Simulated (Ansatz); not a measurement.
# Ir: a test of stability by relaxation

This session takes Ir and sets out to break the symmetry and see whether a relaxation comes back.

Method: DFT r2SCAN, scalar-relativistic, plane waves, PAW, in Ansatz 0.2.0.

3 further runs of the same task are left out: 3 set aside as unsound or not needed.

## (1) The starting structure

Symmetry: P6_3/mmc, No. 194, hexagonal system. Conventional cell: a = 2.729 Å, b = 2.729 Å, c = 4.422 Å, α = 90.00°, β = 90.00°, γ = 120.00°. Ir (site symmetry -6m2) is surrounded by 12 Ir at 2.71 to 2.73 Å.

Coordinates:

```xyz
8
Lattice="2.7293 0.0000 4.4217 2.7293 0.0000 -4.4217 -2.7293 4.7272 0.0000" Properties=species:S:1:pos:R:3 pbc="T T T"
Ir    4.0939    0.7879   -1.1054
Ir    2.7293    3.1515   -1.1054
Ir    1.3646    0.7879   -1.1054
Ir    0.0000    3.1515   -1.1054
Ir    0.0000    1.5757    1.1054
Ir   -1.3646    3.9394    1.1054
Ir    2.7293    1.5757    1.1054
Ir    1.3646    3.9394    1.1054
```

It goes back to an entry of the Materials Project, which need not be the stable form.

It is built from the cell relaxed beforehand with the same method (14.26 Å³/atom).

## (2) The reference: the undisturbed cell on the scan's mesh

Contents of input.yaml:

```yaml
crystal:
  lattice:
    - [2.7292665802, 0.0, 4.4217407495]
    - [2.7292665802, 0.0, -4.4217407495]
    - [-2.7292665801, 4.7272283843, 0.0]
  atoms:
    - { symbol: Ir, position: [0.7083333333, 0.9583333333, 0.1666666667] }
    - { symbol: Ir, position: [0.7083333333, 0.9583333333, 0.6666666667] }
    - { symbol: Ir, position: [0.2083333333, 0.4583333333, 0.1666666667] }
    - { symbol: Ir, position: [0.2083333333, 0.4583333333, 0.6666666667] }
    - { symbol: Ir, position: [0.2916666667, 0.0416666667, 0.3333333333] }
    - { symbol: Ir, position: [0.2916666667, 0.0416666667, 0.8333333333] }
    - { symbol: Ir, position: [0.7916666667, 0.5416666667, 0.3333333333] }
    - { symbol: Ir, position: [0.7916666667, 0.5416666667, 0.8333333333] }
basis:
  ecutwfc: 500
kpoints:
  mp_grid: { grid: [8, 8, 8] }
hamiltonian:
  xc: r2scan
scf:
  occupations: { method: gaussian, width: 0.15 }
output:
  forces: true
  stress: true
  eigenvalues: true
```

Launch:

```sh
$ ansatz run input.yaml --threads 2 --pin off --max-ram 5120MiB --backend cpu --events-out ev --progress --plain --runs-dir out
```

Standard output, shortened:

```text
Warning: RAYON_NUM_THREADS=2 ignored (pool sized by the plan → 2); use --threads N
[...]
Pseudopotentials: kind: paw
Pseudopotential: Ir, paw, valence charge 17, recommended cutoff 500 eV (meta_gga), Ir.paw.azcp
Functional definition: r2SCAN
[...]
Crystal: 8 atoms, lattice volume = 114.097 Å³
Basis set: ecut = 500 eV, 2897 PW (Γ), exchange–correlation on 160×160×160 points (64 copies of the dense FFT grid, shifted against one another)
Bands: 82, of which v1, the nominal top of the filled ones, is band 68 counted from 1 (67 counted from 0)
Symmetry: 32 space group operations
Space group: P63/mmc (ITA 194), of the structure as read, at distance tolerance 4.9e-5 Å
k-points: 95 of 512
[...]
SCF iter   1: F=—  HF=-95588.862733 eV  |F-HF|=—  |Δ(HF+E_count)|=         —  Δρ=1.09e-2  dr2=3.96e-2  dr2_τ=2.38e-1  ethr=1.77e-3  ⟨swp⟩=5.1  Hψ=25858  notcnv=0  defer=32
[...]
SCF iter   8: F=-95589.103227 eV  HF=-95589.103227 eV  |F-HF|=2.43e-8  |Δ(HF+E_count)|=   4.96e-7  Δρ=5.42e-6  dr2=3.13e-8  dr2_τ=1.34e-9  ethr=7.35e-11  ⟨swp⟩=6.7  Hψ=28852  notcnv=0
[...]
SCF converged after 8 iterations
Free energy (F): -95589.103227 eV
[...]
E sigma→0 (E₀):  -95589.047192 eV
Entropy (-TS):   -0.112070 eV (-14.009 meV/atom)
Fermi energy:    25.468173 eV
[...]
--- Forces (eV/Å), atoms counted from 1 ---
  atom   1  Ir     0.00000000     0.00663340    -0.00000000
  atom   2  Ir     0.00000000     0.00663340    -0.00000000
  atom   3  Ir     0.00000000     0.00663340    -0.00000000
  atom   4  Ir     0.00000000     0.00663340    -0.00000000
  atom   5  Ir    -0.00000000    -0.00663340    -0.00000000
  atom   6  Ir    -0.00000000    -0.00663340    -0.00000000
  atom   7  Ir    -0.00000000    -0.00663340     0.00000000
  atom   8  Ir    -0.00000000    -0.00663340     0.00000000
[...]
--- Stress (GPa, compression-positive) ---
        0.038240       0.000000      -0.000000
        0.000000       0.040375      -0.000000
        0.000000       0.000000       0.478737
  P = ⅓ Tr σ = 0.1858 GPa (1.858 kbar)
--- Band table (eV; the first three rows and the last of 95) ---
[...]
```

It took 92 s on 2 threads of Intel Xeon at 2.50GHz (Skylake/Cascade Lake), shared host; peak memory 1.2 GiB.

The cell is repeated 4 times, 8 atoms in all. Reference values: F = -95589.1032 eV; pressure 0.19 GPa; largest force 0.007 eV/Å; gap on the mesh none (metal).

## (3) The disturbance

All atoms moved at random, sigma 0.25 Å a component. Displacements in the unstrained cell, with the mean shift removed:

```
atom  ux (Å)  uy (Å)  uz (Å)
 Ir1  -0.094   0.581  -0.092
 Ir2  -0.019   0.138  -0.161
 Ir3  -0.044  -0.037  -0.259
 Ir4  -0.073  -0.229   0.326
 Ir5   0.160  -0.389   0.219
 Ir6  -0.377   0.141  -0.032
 Ir7   0.401  -0.257  -0.023
 Ir8   0.045   0.051   0.022
```

## (4) The disturbed cell, one point

Contents of input.yaml:

```yaml
crystal:
  lattice:
    - [2.7292665802, 0.0, 4.4217407495]
    - [2.7292665802, 0.0, -4.4217407495]
    - [-2.7292665802, 4.7272283843, 0.0]
  atoms:
    - { symbol: Ir, position: [0.7420979187, 1.0129347259, 0.2895324763] }
    - { symbol: Ir, position: [0.7013468649, 0.9876563332, 0.6958893832] }
    - { symbol: Ir, position: [0.1671191875, 0.4757070499, 0.1588915892] }
    - { symbol: Ir, position: [0.2076891452, 0.383929207, 0.6182010036] }
    - { symbol: Ir, position: [0.3046947496, 0.0051663556, 0.2511095052] }
    - { symbol: Ir, position: [0.2340793131, -0.0087708735, 0.8632600401] }
    - { symbol: Ir, position: [0.8352718536, 0.5905689455, 0.2790193078] }
    - { symbol: Ir, position: [0.8077009675, 0.5528082564, 0.8440966945] }
basis:
  ecutwfc: 500
kpoints:
  mp_grid: { grid: [8, 8, 8] }
hamiltonian:
  xc: r2scan
scf:
  occupations: { method: gaussian, width: 0.15 }
output:
  forces: true
  stress: true
  eigenvalues: true
```

Launch:

```sh
$ ansatz run input.yaml --threads 2 --pin off --max-ram 5120MiB --backend cpu --events-out ev --progress --plain --runs-dir out
```

Standard output:

```text
Warning: RAYON_NUM_THREADS=2 ignored (pool sized by the plan → 2); use --threads N
Engine: ansatz 0.2.0, x86_64-unknown-linux-gnu
[... 3 set-up lines as earlier in the session ...]
  parameter k0 = 0.174
  parameter k1 = 0.065
  parameter a1 = 4.9479
  exchange = r2scan_x(k0 = k0, k1 = k1, a1 = a1)
  correlation = r2scan_c
Crystal: 8 atoms, lattice volume = 114.097 Å³
Basis set: ecut = 500 eV, 2897 PW (Γ), exchange–correlation on 160×160×160 points (64 copies of the dense FFT grid, shifted against one another)
Bands: 82, of which v1, the nominal top of the filled ones, is band 68 counted from 1 (67 counted from 0)
Symmetry: 1 space group operations
Space group: P1 (ITA 1), of the structure as read, at distance tolerance 4.9e-5 Å
k-points: 260 of 512 (time reversal used)
Non-local potential: Ir, projectors of the file, l = 0: 3, l = 1: 2, l = 2: 2, l = 3: 1
PAW form: soft (Blöchl's): semilocal exchange-correlation on the pseudo side does not see the compensation charge
PAW frozen core: Ir, regenerated for the run's functional (the file was generated under x = pbe(κ = 0.804, μ = 0.2195149727645171), c = pbe(β = 0.06672455060314922))
PAW one-centre angular grid: Ir, 590 points (default); XC on 160 Gauss nodes
Initial density: superposition of atomic densities (neutral atoms: chi_scale 0, normalization atom), corrected by the library's trained network
Initial wavefunctions: pseudopotential atomic-orbital guess
Functional: x = r2scan, c = r2scan; τ floored in thin density (d = 2e-4 eV/Å³)
SCF iter   1: F=—  HF=-95576.058848 eV  |F-HF|=—  |Δ(HF+E_count)|=         —  Δρ=1.73e-2  dr2=1.79e-1  dr2_τ=6.69e-1  ethr=1.77e-3  ⟨swp⟩=5.9  Hψ=75820  notcnv=0  defer=70
preconditioner: auto → Kerker (q_TF=auto, 2.809 Å⁻¹)  [metal: Δε(μ)=0.003 eV  Ē_g=7.925 eV  σ=0.150 eV  W_gap=0.01  n_scr=44 (ndim 8)  ℏωp=29.5 eV  f_vac=0.000  D(μ)=8.43/eV (n_scr^D=90)]
SCF iter   2: F=—  HF=-95576.357659 eV  |F-HF|=—  |Δ(HF+E_count)|=   2.99e-1  Δρ=1.01e-2  dr2=5.65e-2  dr2_τ=8.78e-3  ethr=1.31e-4  ⟨swp⟩=2.3  Hψ=34143  notcnv=0  defer=70
SCF iter   3: F=—  HF=-95576.370733 eV  |F-HF|=—  |Δ(HF+E_count)|=   1.31e-2  Δρ=4.19e-3  dr2=2.47e-2  dr2_τ=5.57e-3  ethr=4.16e-5  ⟨swp⟩=2.0  Hψ=29774  notcnv=0  defer=70
SCF iter   4: F=—  HF=-95576.372113 eV  |F-HF|=—  |Δ(HF+E_count)|=   1.38e-3  Δρ=1.03e-3  dr2=1.17e-3  dr2_τ=2.86e-4  ethr=1.81e-5  ⟨swp⟩=2.5  Hψ=28710  notcnv=0  defer=70
SCF iter   5: F=—  HF=-95576.372379 eV  |F-HF|=—  |Δ(HF+E_count)|=   2.66e-4  Δρ=5.99e-4  dr2=7.77e-4  dr2_τ=1.58e-4  ethr=8.57e-7  ⟨swp⟩=2.0  Hψ=29805  notcnv=0  defer=70
SCF iter   6: F=—  HF=-95576.372386 eV  |F-HF|=—  |Δ(HF+E_count)|=   6.79e-6  Δρ=1.99e-4  dr2=6.89e-5  dr2_τ=8.83e-6  ethr=5.72e-7  ⟨swp⟩=2.3  Hψ=28976  notcnv=0  defer=70
SCF iter   7: F=—  HF=-95576.372400 eV  |F-HF|=—  |Δ(HF+E_count)|=   1.41e-5  Δρ=1.50e-4  dr2=4.61e-5  dr2_τ=8.76e-6  ethr=5.07e-8  ⟨swp⟩=2.0  Hψ=29836  notcnv=0  defer=70
SCF iter   8: F=—  HF=-95576.372401 eV  |F-HF|=—  |Δ(HF+E_count)|=   6.02e-7  Δρ=5.28e-5  dr2=3.37e-6  dr2_τ=5.83e-7  ethr=3.39e-8  ⟨swp⟩=2.4  Hψ=27894  notcnv=0  defer=70
SCF iter   9: F=—  HF=-95576.372402 eV  |F-HF|=—  |Δ(HF+E_count)|=   1.66e-6  Δρ=2.31e-5  dr2=1.01e-6  dr2_τ=1.53e-7  ethr=2.47e-9  ⟨swp⟩=2.0  Hψ=29808  notcnv=0  defer=70
SCF iter  10: F=—  HF=-95576.372402 eV  |F-HF|=—  |Δ(HF+E_count)|=   2.01e-7  Δρ=1.44e-5  dr2=4.01e-7  dr2_τ=7.43e-8  ethr=7.42e-10  ⟨swp⟩=2.0  Hψ=29553  notcnv=0  defer=70
Error: SIGTERM received: cancelled by the caller after 10 completed SCF iterations
```

Wall time 5.2 min (2 threads of Intel Xeon at 2.50GHz (Skylake/Cascade Lake), shared host).

It was stopped at the time limit.

## (5) The reference: the undisturbed cell on the scan's mesh

Contents of input.yaml:

```yaml
crystal:
  lattice:
    - [2.7292665802, 0.0, 0.0]
    - [-1.3646332901, 2.3636141922, 0.0]
    - [0.0, 0.0, 8.843481499]
  atoms:
    - { symbol: Ir, position: [0.6666666667, 0.3333333333, 0.375] }
    - { symbol: Ir, position: [0.6666666667, 0.3333333333, 0.875] }
    - { symbol: Ir, position: [0.3333333333, 0.6666666667, 0.125] }
    - { symbol: Ir, position: [0.3333333333, 0.6666666667, 0.625] }
basis:
  ecutwfc: 500
kpoints:
  mp_grid: { grid: [12, 12, 4] }
hamiltonian:
  xc: r2scan
scf:
  occupations: { method: gaussian, width: 0.15 }
output:
  forces: true
  stress: true
  eigenvalues: true
  write_density: true
  write_potential: true
  elf: true
  volumetric_format: npy
```

Launch:

```sh
$ ansatz run input.yaml --threads 2 --pin off --max-ram 5120MiB --backend cpu --events-out ev --progress --plain --runs-dir out
```

Standard output, shortened:

```text
Warning: RAYON_NUM_THREADS=2 ignored (pool sized by the plan → 2); use --threads N
[...]
[... 3 set-up lines as earlier in the session ...]
[...]
Crystal: 4 atoms, lattice volume = 57.049 Å³
Basis set: ecut = 500 eV, 1389 PW (Γ), exchange–correlation on 80×80×288 points (64 copies of the dense FFT grid, shifted against one another)
Bands: 41, of which v1, the nominal top of the filled ones, is band 34 counted from 1 (33 counted from 0)
Symmetry: 48 space group operations
Space group: P63/mmc (ITA 194), of the structure as read, at distance tolerance 3.8e-5 Å
k-points: 57 of 576
[...]
SCF iter   1: F=—  HF=-47794.464851 eV  |F-HF|=—  |Δ(HF+E_count)|=         —  Δρ=1.11e-2  dr2=1.98e-2  dr2_τ=1.18e-1  ethr=1.77e-3  ⟨swp⟩=5.4  Hψ=7955  notcnv=0  defer=2
[...]
SCF iter   8: F=-47794.586000 eV  HF=-47794.586000 eV  |F-HF|=1.30e-8  |Δ(HF+E_count)|=   1.99e-7  Δρ=5.46e-6  dr2=1.61e-8  dr2_τ=7.08e-10  ethr=1.47e-10  ⟨swp⟩=10.2  Hψ=14175  notcnv=0
[...]
SCF converged after 8 iterations
Free energy (F): -47794.586000 eV
[...]
E sigma→0 (E₀):  -47794.561486 eV
Entropy (-TS):   -0.049028 eV (-12.257 meV/atom)
Fermi energy:    25.461666 eV
[...]
--- Forces (eV/Å), atoms counted from 1 ---
  atom   1  Ir     0.00000000    -0.00000000     0.00000000
  atom   2  Ir    -0.00000000    -0.00000000     0.00000000
  atom   3  Ir     0.00000000     0.00000000    -0.00000000
  atom   4  Ir    -0.00000000     0.00000000    -0.00000000
[...]
--- Stress (GPa, compression-positive) ---
       -0.397858       0.000000       0.000000
       -0.000000      -0.397858       0.000000
        0.000000       0.000000       0.878986
  P = ⅓ Tr σ = 0.0278 GPa (0.278 kbar)
--- Band table (eV; the first three rows and the last of 57) ---
[...]
```

Wall time 18 s (2 threads of Intel Xeon at 2.50GHz (Skylake/Cascade Lake), shared host); peak memory 0.55 GiB.

Density in a lattice plane of the grid's cell (edges 2.73 and 8.84 Å, at 0.333 of the third edge), which holds Ir.

Ten even steps from '0' (0.32 e/Å³) to '9' (8.74 e/Å³):
```
00002331
00016995
00016995
00001331
00000000
00000000
01100000
01100000
00000000
00000000
00002331
00017995
00016995
00002331
00000000
00000000
01100000
01100000
00000000
00000000
```
Columns run along the first of these edges and rows up along the second, over one cell in 8 and 20 even steps from the bottom left corner. Atoms in the plane (fractional): Ir at (0.67, 0.38), Ir at (0.67, 0.88).

ELF in the same plane.

Ten even steps from ' ' (0.24) to '@' (0.68):
```
  ..  ..++####--
::....==@@**##%%
::....==@@**##%%
  ..  ..++%%##--
..    ..      ..
        ........
::====::        
::====::        
        ........
..    ....    ..
  ..  ..++####==
::....==@@**##@@
::....==@@**##%%
  ..  ..++####==
..    ....    ..
        ........
::====::        
::====::        
        ........
..    ..      ..
```
Columns run along the first of these edges and rows up along the second, over one cell in 8 and 20 even steps from the bottom left corner. Atoms in the plane (fractional): Ir at (0.67, 0.38), Ir at (0.67, 0.88).

Both are smooth fields of the valence electrons: close to the nuclei they are not physical.

The cell is repeated 2 times, 4 atoms in all. Reference values: F = -47794.5860 eV; pressure 0.03 GPa; largest force 0.000 eV/Å; gap on the mesh none (metal).

## (6) The disturbance

A zone-boundary wave of random shape, sigma 0.4 Å. Displacements in the unstrained cell, with the mean shift removed:

```
atom  ux (Å)  uy (Å)  uz (Å)
 Ir1  -0.567   0.047   0.289
 Ir2   0.567  -0.047  -0.289
 Ir3  -0.517  -0.281  -0.252
 Ir4   0.517   0.281   0.252
```

## (7) The disturbed cell, one point

Contents of input.yaml:

```yaml
crystal:
  lattice:
    - [2.7292665802, 0.0, 0.0]
    - [-1.3646332901, 2.3636141922, 0.0]
    - [0.0, 0.0, 8.843481499]
  atoms:
    - { symbol: Ir, position: [0.4690481553, 0.3532237605, 0.4076384136] }
    - { symbol: Ir, position: [0.864285178, 0.3134429062, 0.8423615864] }
    - { symbol: Ir, position: [0.0843941322, 0.5477091873, 0.0965457862] }
    - { symbol: Ir, position: [0.5822725345, 0.785624146, 0.6534542138] }
basis:
  ecutwfc: 500
kpoints:
  mp_grid: { grid: [12, 12, 4] }
hamiltonian:
  xc: r2scan
scf:
  occupations: { method: gaussian, width: 0.15 }
output:
  forces: true
  stress: true
  eigenvalues: true
```

Launch:

```sh
$ ansatz run input.yaml --threads 2 --pin off --max-ram 5120MiB --backend cpu --events-out ev --progress --plain --runs-dir out
```

Standard output, shortened:

```text
Warning: RAYON_NUM_THREADS=2 ignored (pool sized by the plan → 2); use --threads N
[...]
[... 3 set-up lines as earlier in the session ...]
[...]
Crystal: 4 atoms, lattice volume = 57.049 Å³
Basis set: ecut = 500 eV, 1389 PW (Γ), exchange–correlation on 80×80×288 points (64 copies of the dense FFT grid, shifted against one another)
Bands: 41, of which v1, the nominal top of the filled ones, is band 34 counted from 1 (33 counted from 0)
[... 1 set-up line as earlier in the session ...]
Space group: P1 (ITA 1), of the structure as read, at distance tolerance 3.8e-5 Å
k-points: 292 of 576 (time reversal used)
[...]
SCF iter   1: F=—  HF=-47788.938914 eV  |F-HF|=—  |Δ(HF+E_count)|=         —  Δρ=2.28e-2  dr2=8.10e-1  dr2_τ=2.74e-1  ethr=1.77e-3  ⟨swp⟩=5.8  Hψ=44666  notcnv=0
[...]
SCF iter  11: F=-47789.053704 eV  HF=-47789.053704 eV  |F-HF|=6.51e-8  |Δ(HF+E_count)|=   4.87e-9  Δρ=5.33e-6  dr2=6.95e-8  dr2_τ=4.83e-9  ethr=1.47e-10  ⟨swp⟩=6.9  Hψ=38538  notcnv=0
[...]
SCF converged after 11 iterations
Free energy (F): -47789.053704 eV
[...]
E sigma→0 (E₀):  -47789.029168 eV
Entropy (-TS):   -0.049072 eV (-12.268 meV/atom)
Fermi energy:    25.303990 eV
[...]
--- Forces (eV/Å), atoms counted from 1 ---
  atom   1  Ir     0.32193818    -1.48654513    -3.85198949
  atom   2  Ir    -0.00934944     6.23208385    11.64198059
  atom   3  Ir     0.12863739     0.35220239     4.83618228
  atom   4  Ir    -0.44121721    -5.09774221   -12.62623084
[...]
--- Stress (GPa, compression-positive) ---
       14.150638       1.470448       1.224359
        1.470448      47.922988      40.312522
        1.224359      40.312520     105.073277
  P = ⅓ Tr σ = 55.7156 GPa (557.156 kbar)
--- Band table (eV; the first three rows and the last of 292) ---
[...]
```

Wall time 1.7 min (2 threads of Intel Xeon at 2.50GHz (Skylake/Cascade Lake), shared host); peak memory 0.87 GiB.

## (8) Relaxation of the disturbed structure

input.yaml: that of step 7 with these lines changed.

```diff
@@ -22 +22,9 @@
   eigenvalues: true
+  write_density: true
+  write_potential: true
+  elf: true
+  volumetric_format: npy
+relax:
+  adjacent_minimum: "off"
+  f_tol: 0.01
+  max_steps: 80
```

Launch:

```sh
$ ansatz run input.yaml --threads 2 --pin off --max-ram 5120MiB --backend cpu --events-out ev --progress --plain --runs-dir out
```

Standard output, shortened:

```text
Warning: output.stress: scf.convergence.dr2_threshold = 1e-7 eV (the SCF's general default) is looser than the 4e-10 eV advised for a printed stress (1e-10 eV for each atom of the cell: 4). What an SCF threshold leaves in a stress goes as its square root, and in the free energy as the [...]
Warning: RAYON_NUM_THREADS=2 ignored (pool sized by the plan → 2); use --threads N
[...]
[... 3 set-up lines as earlier in the session ...]
[...]
Crystal: 4 atoms, lattice volume = 57.049 Å³
Basis set: ecut = 500 eV, 1389 PW (Γ), exchange–correlation on 80×80×288 points (64 copies of the dense FFT grid, shifted against one another)
Bands: 41, of which v1, the nominal top of the filled ones, is band 34 counted from 1 (33 counted from 0)
[... 2 set-up lines as earlier in the session ...]
k-points: 292 of 576 (time reversal used)
[...]
Free energy (F): -47794.304333 eV
[...]
E sigma→0 (E₀):  -47794.283407 eV
Entropy (-TS):   -0.041852 eV (-10.463 meV/atom)
Fermi energy:    25.238144 eV
[...]
--- Forces (eV/Å), atoms counted from 1 ---
  atom   1  Ir    -0.00211628    -0.00105217    -0.00172160
  atom   2  Ir    -0.00055844    -0.00071811     0.00763941
  atom   3  Ir     0.00070590     0.00123086    -0.00708347
  atom   4  Ir     0.00196946     0.00054087     0.00116861
[...]
--- Stress (GPa, compression-positive) ---
        0.188086       0.000677      -0.000864
        0.000677       0.182830      -0.009203
       -0.000865      -0.009203      26.067115
  P = ⅓ Tr σ = 8.8127 GPa (88.127 kbar)
--- Band table (eV; the first three rows and the last of 292) ---
[...]
--- Relaxed structure (7 steps of the walk, 7 accepted, 0 SCFs on fresh bases) ---
  F+E_penalty+E_count = -47794.30433264 eV   max|allowed force component| = 7.624e-3 eV/Å
  atoms:
    - { symbol: Ir, position: [0.33346072559793577, 0.1667018164049333, 0.37762414728040267] }
    - { symbol: Ir, position: [1.000003427928162, 0.500041311361778, 0.8612931642375391] }
    - { symbol: Ir, position: [-2.0273119380465054e-5, 0.4999361876604943, 0.13870437581532882] }
    - { symbol: Ir, position: [0.6665561195932828, 0.8333206845727944, 0.6223783126667297] }
```

Wall time 16 min (2 threads of Intel Xeon at 2.50GHz (Skylake/Cascade Lake), shared host); peak memory 1.2 GiB.

Step by step:

```csv
step,energy from step 1 (eV/cell),largest force component (eV/Å)
1,0.0000,12.6262
2,-3.8768,4.0229
3,-4.9203,1.1736
4,-5.2107,0.5559
5,-5.2502,0.0912
6,-5.2506,0.0076
7,-5.2506,0.0076
```

Step 1 is the start.

Density in a lattice plane of the grid's cell (edges 2.73 and 8.84 Å, at 0.500 of the third edge), which holds Ir.

Ten even steps from ' ' (0.16 e/Å³) to '@' (8.93 e/Å³):
```
::..          ..
%%##::      ::##
@@%%--      --%%
**==..      ..==
                
                
      ......    
      ......    
                
                
                
      ......    
      ......    
                
                
**==..      ..==
@@%%--      --%%
%%##::      ::##
::..          ..
                
```
Columns run along the first of these edges and rows up along the second, over one cell in 8 and 20 even steps from the bottom left corner. Atoms in the plane (fractional): Ir at (0.00, 0.86), Ir at (1.00, 0.14).

ELF in the same plane.

Ten even steps from ' ' (0.13) to '@' (0.66):
```
**++--::::::--++
%%@@##--==--##@@
==%%%%--==--%%%%
@@@@++::--::++@@
::::----::----::
::----::--::----
----::==**==::--
::::--==++==--::
....::::::::::..
    ::--==--::  
....::::::::::..
::::--==++==--::
----::==**==::--
::----::--::----
::::----::----::
@@@@++::--::++@@
==%%%%--==--%%%%
%%@@##--==--##@@
**++--::::::--++
++++--..  ..--++
```
Columns run along the first of these edges and rows up along the second, over one cell in 8 and 20 even steps from the bottom left corner. Atoms in the plane (fractional): Ir at (0.00, 0.86), Ir at (1.00, 0.14).

Both are smooth fields of the valence electrons: close to the nuclei they are not physical.

## (9) Summary of results

```
                                                                           quantity                                         value
                  cost of the disturbance (test of stability by relaxation, step 6)                               1383.1 meV/atom
end of the relaxation, from the reference (test of stability by relaxation, step 6)                                +70.4 meV/atom
                        final space group (test of stability by relaxation, step 6)  P-3m1 (tolerance 0.05 Å; reference P6_3/mmc)
```

What this shows: Test of stability by relaxation, step 3: this part did not finish, so it gives no result. Test of stability by relaxation, step 6: it ends 70.4 meV/atom above the reference, with the cell held fixed. The runs treat Ir without spin-orbit coupling.
